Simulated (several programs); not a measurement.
## MgH2 (rutile) from semi-empirical methods to plane-wave DFT

MgH2 built on the rutile prototype, relaxed with r2SCAN in Ansatz, was computed with several methods. The symmetry is P4_2/mnm (No. 136, tetragonal); conventional cell a = 4.485 Å, c = 2.996 Å, 10.05 Å³ an atom. Around Mg lie 6 H at 1.93–1.94 Å; around H lie 3 Mg at 1.93–1.94 Å. The values are computed, spin-unpolarised, and not measurements.

```
Mg H
1.0
     4.48488    0.00000    0.00000
     0.00000    4.48488    0.00000
     0.00000    0.00000    2.99648
Mg H
2 4
Direct
  0.00000 0.00000 0.00000
  0.50000 0.50000 0.50000
  0.30468 0.30468 0.00000
  0.19532 0.80468 0.50000
  0.80468 0.19532 0.50000
  0.69532 0.69532 0.00000
```

Gaps and times are for a single point on this cell; volume and bulk modulus come from each method's own relaxation or energy curve at fixed shape, which is too stiff where a cell has free coordinates or axes. Times are rough, from shared hosts (Arm Neoverse V1; Arm Neoverse V2; NVIDIA H100 80GB HBM3), and each method has its own mesh and cell size. A double dagger marks a value from a curve with shape and coordinates held. PM6 (MOPAC), PM7 (MOPAC), GFN1-xTB (tblite), GFN2-xTB (tblite) treat a cluster of cells at its zone centre, which samples few k points: where these miss a band edge, the gap comes out too large for that reason alone. Gaps from k meshes are read at a limited set of points (mesh, symmetry points, PBE's band edges), so each method's own least gap may be somewhat smaller. xTB and the PM methods were fitted mostly to molecules, and can miss a solid's gap by electronvolts. Minimal bases can be far off for gaps. PBE/DZVP lies far from plane-wave PBE here, an effect of basis or sampling. Times of the plane-wave ladder aren't listed, since it ran on unlike processors and cards. GLLB-SC's gap includes the derivative discontinuity. d marks a direct gap, i an indirect one (no mark: not told apart), a dash a value that wasn't computed or didn't pass its checks.

```json
{"method": "PBEsol", "kind": "semilocal", "gap (eV)": "–", "own volume (Å³/atom)": "10.05", "bulk modulus (GPa)": "–", "atoms computed": "6", "processor time": "–"}
{"method": "light PBE (260 eV and a coarse mesh)", "kind": "light plane-wave", "gap (eV)": "3.72 i", "own volume (Å³/atom)": "–", "bulk modulus (GPa)": "–", "atoms computed": "6", "processor time": "0.58 s"}
{"method": "PM7 (MOPAC)", "kind": "semi-empirical", "gap (eV)": "8.96", "own volume (Å³/atom)": "–", "bulk modulus (GPa)": "–", "atoms computed": "cluster", "processor time": "1.2 s"}
{"method": "PM6 (MOPAC)", "kind": "semi-empirical", "gap (eV)": "8.60", "own volume (Å³/atom)": "–", "bulk modulus (GPa)": "–", "atoms computed": "cluster", "processor time": "1.4 s"}
{"method": "GFN1-xTB (tblite)", "kind": "tight binding", "gap (eV)": "1.47", "own volume (Å³/atom)": "–", "bulk modulus (GPa)": "–", "atoms computed": "cluster", "processor time": "2.1 s"}
{"method": "PBE", "kind": "semilocal", "gap (eV)": "3.75 i", "own volume (Å³/atom)": "10.24", "bulk modulus (GPa)": "51‡", "atoms computed": "6", "processor time": "–"}
{"method": "LDA", "kind": "semilocal", "gap (eV)": "3.38 i", "own volume (Å³/atom)": "9.72", "bulk modulus (GPa)": "–", "atoms computed": "6", "processor time": "–"}
{"method": "GFN2-xTB (tblite)", "kind": "tight binding", "gap (eV)": "3.65", "own volume (Å³/atom)": "–", "bulk modulus (GPa)": "–", "atoms computed": "cluster", "processor time": "6.2 s"}
{"method": "r2SCAN", "kind": "semilocal", "gap (eV)": "4.38 i", "own volume (Å³/atom)": "10.05", "bulk modulus (GPa)": "54‡", "atoms computed": "6", "processor time": "–"}
{"method": "PBE/SZV (CP2K)", "kind": "small basis", "gap (eV)": "2.13 i", "own volume (Å³/atom)": "–", "bulk modulus (GPa)": "–", "atoms computed": "6", "processor time": "8.1 s"}
{"method": "GLLB-SC (GPAW)", "kind": "model potential", "gap (eV)": "7.24", "own volume (Å³/atom)": "–", "bulk modulus (GPa)": "–", "atoms computed": "6", "processor time": "11 s"}
{"method": "PBE/DZVP (CP2K)", "kind": "small basis", "gap (eV)": "3.11 i", "own volume (Å³/atom)": "–", "bulk modulus (GPa)": "–", "atoms computed": "6", "processor time": "14 s"}
{"method": "LC-ωPBE", "kind": "hybrid", "gap (eV)": "10.24 i", "own volume (Å³/atom)": "–", "bulk modulus (GPa)": "–", "atoms computed": "6", "processor time": "–"}
{"method": "PBE0", "kind": "hybrid", "gap (eV)": "5.57 i", "own volume (Å³/atom)": "–", "bulk modulus (GPa)": "–", "atoms computed": "6", "processor time": "–"}
{"method": "HSE06", "kind": "hybrid", "gap (eV)": "4.84 i", "own volume (Å³/atom)": "–", "bulk modulus (GPa)": "–", "atoms computed": "6", "processor time": "–"}
{"method": "DDH-PBE0", "kind": "hybrid", "gap (eV)": "5.58 i", "own volume (Å³/atom)": "–", "bulk modulus (GPa)": "–", "atoms computed": "6", "processor time": "–"}
```

Against HSE06 (4.84 eV) and with closed or daggered gaps left aside, the nearest gap at the points sampled is that of r2SCAN (-0.46 eV) and the farthest that of LC-ωPBE (+5.40 eV). HSE06 is only a yardstick of convenience: for gaps this wide it usually falls short of measured ones, so a larger value can be the better one.

Volumes against r2SCAN's: PBEsol 0.0 %, PBE +1.9 %, LDA -3.2 %.
